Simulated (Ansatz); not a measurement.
# Ca (diamond type): the cost of one run

Program: Ansatz 0.2.0. Level of theory: DFT PBEsol, with the methods named in each step. These are calculated values, not measurements.

This is Ca in the diamond structure; at room conditions it is fcc.

1 further run of the same task is left out (it didn't finish).

## 1. The structure to begin with

Symmetry: Fd-3m, No. 227, cubic system. Conventional cell: a = 8.423 Å, b = 8.423 Å, c = 8.423 Å, α = 90.00°, β = 90.00°, γ = 90.00°. Ca (site symmetry -43m) has 4 Ca at 3.65 Å as nearest neighbours.

As a file:

```
CELL_PARAMETERS angstrom
0.00000 4.21138 4.21138
4.21138 0.00000 4.21138
4.21138 4.21138 0.00000
ATOMIC_POSITIONS crystal
Ca 0.87500 0.87500 0.87500
Ca 0.12500 0.12500 0.12500
```

Whether this phase is the stable one at these pressures isn't tested.

Atoms are numbered in the order of the input: Ca1, Ca2.

## 2. The reference volume, LAPW

File input.yaml:

```yaml
crystal:
  lattice:
    - [0.0, 4.2113832702, 4.2113832702]
    - [4.2113832702, 0.0, 4.2113832702]
    - [4.2113832702, 4.2113832702, 0.0]
  atoms:
    - { symbol: Ca, position: [-0.125, -0.125, -0.125] }
    - { symbol: Ca, position: [0.125, 0.125, 0.125] }
kpoints:
  mp_grid: { grid: [9, 9, 9] }
  band_path:
    path:
      - [0.0, 0.0, 0.0]
      - [0.5, 0.0, 0.5]
      - [0.625, 0.25, 0.625]
      - [0.375, 0.375, 0.75]
      - [0.0, 0.0, 0.0]
      - [0.5, 0.5, 0.5]
      - [0.5, 0.25, 0.75]
      - [0.5, 0.0, 0.5]
    npoints: 14
scf:
  occupations: { method: fermi_dirac, width: 0.05 }
hamiltonian:
  xc: pbesol
  pseudopotentials: { kind: all_electron, lapw: { basis_error: 0.001 } }
output:
  forces: true
  stress: true
  eigenvalues: true
  populations: true
  dos: { projected: true, de: 0.2, e_range: [-14, 8] }
```

Run with:

```sh
> ansatz run input.yaml --threads 1 --pin off --max-ram 2048MiB --backend cpu --events-out ev --progress --plain --runs-dir out
```

What time and memory should one allow on 1 thread of Arm Neoverse V1, shared host?

About 10 s, with a peak of 0.23 GiB.
